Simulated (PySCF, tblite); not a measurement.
**C₈H₇FOS: geometry, infrared bands and NMR shifts**

Wanted: the infrared bands and NMR shifts of C₈H₇FOS (`CSc1ccccc1C(=O)F`), by calculation.

Computed with tblite 0.8.0 and PySCF 2.14.0, with density-fitted response routines of our own, on a single molecule in the gas phase. Atoms count from 0, in the outputs and in this text.

## (1) The molecule as given

18 atoms, charge 0, multiplicity 1; geometry from: force field or distance geometry start.

Bonds of the start (Å): C0–S1 1.81, S1–C2 1.77, C2–C3 1.38, C3–C4 1.39, C4–C5 1.38, C5–C6 1.39, C6–C7 1.38, C7–C8 1.46, C8–O9 1.27, C8–F10 1.37, C7–C2 1.39, C0–H11 1.11, C0–H12 1.13, C0–H13 1.12, C3–H14 1.10, C4–H15 1.08, C5–H16 1.09, C6–H17 1.08.

## (2) Optimising the geometry with GFN2-xTB

The job: settings as JSON, then the geometry in Å.

```
{"job": {"kind": "relax", "xc": "GFN2-xTB", "basis": "xTB"}, "charge": 0, "multiplicity": 1}
C      2.848400    -0.663400     0.824200
S      1.797000    -0.921200    -0.632200
C      0.104800    -0.474000    -0.344600
C     -0.759400    -1.443700     0.126000
C     -2.092200    -1.157400     0.373400
C     -2.545800     0.122900     0.104700
C     -1.713100     1.125800    -0.377600
C     -0.384200     0.800100    -0.589800
C      0.515300     1.826100    -1.101600
O      1.737400     1.577900    -1.318800
F     -0.001000     3.073400    -1.339700
H      3.907600    -0.871600     0.554900
H      2.631500    -1.396900     1.661800
H      2.762400     0.379100     1.215100
H     -0.360000    -2.446400     0.327800
H     -2.734000    -1.938500     0.753800
H     -3.603700     0.308500     0.311000
H     -2.119900     2.105500    -0.560100
```

Launch:

```
$ OMP_NUM_THREADS=1 python probes_run.py task.json out
```

The driver reads the jobs from task.json and runs them one after another.

**Question.** This job is followed by: GFN2-xTB harmonic vibrations, gas phase; GIAO PBE0/pcSseg-1 NMR shielding, non-relativistic, gas phase. What will the session give for the following? strongest single infrared mode (GFN2-xTB); zero-point energy (GFN2-xTB); ¹³C shifts against TMS (PBE0/pcSseg-1); ¹H shifts against TMS (PBE0/pcSseg-1, means over atoms taken as alike); ³³S shifts against CS2 (PBE0/pcSseg-1); ¹⁷O shifts against H2O (PBE0/pcSseg-1); ¹⁹F shifts against CFCl3 (PBE0/pcSseg-1).

As calculated:

| quantity | value |
| --- | --- |
| strongest single infrared mode (GFN2-xTB) | 1803 cm⁻¹, 377 km/mol |
| zero-point energy (GFN2-xTB) | 79.6 kcal/mol |
| ¹³C shifts against TMS (PBE0/pcSseg-1) | 163.5, 159.6, 141.8, 138.6, 138.3, 130.6, 125.5, 25.9 ppm |
| ¹H shifts against TMS (PBE0/pcSseg-1, means over atoms taken as alike) | 8.52, 7.95, 7.70, 7.53, 2.50 ppm |
| ³³S shifts against CS2 (PBE0/pcSseg-1) | 50 ppm |
| ¹⁷O shifts against H2O (PBE0/pcSseg-1) | 446.3 ppm |
| ¹⁹F shifts against CFCl3 (PBE0/pcSseg-1) | 32.1 ppm |

**Reading.** The optimisation took 132 steps and gained 0.828 eV; among the close pairs (by a distance rule), C8–O9 changed most, from 1.266 to 1.187 Å. No mode is imaginary among the 48: a minimum at this level. The strongest single mode, at 1803 cm⁻¹, moves mainly C8 and O9. GFN2-xTB is a fitted tight-binding method: band positions and strengths are rough. Its intensities can rank the bands wrongly. At PBE0/pcSseg-1: The widest tensor belongs to O9: span 608 ppm, with a paramagnetic part of -514 ppm. NICS(1)zz of -25 ppm above the planar ring from C2 marks a diatropic (aromatic) ring current.
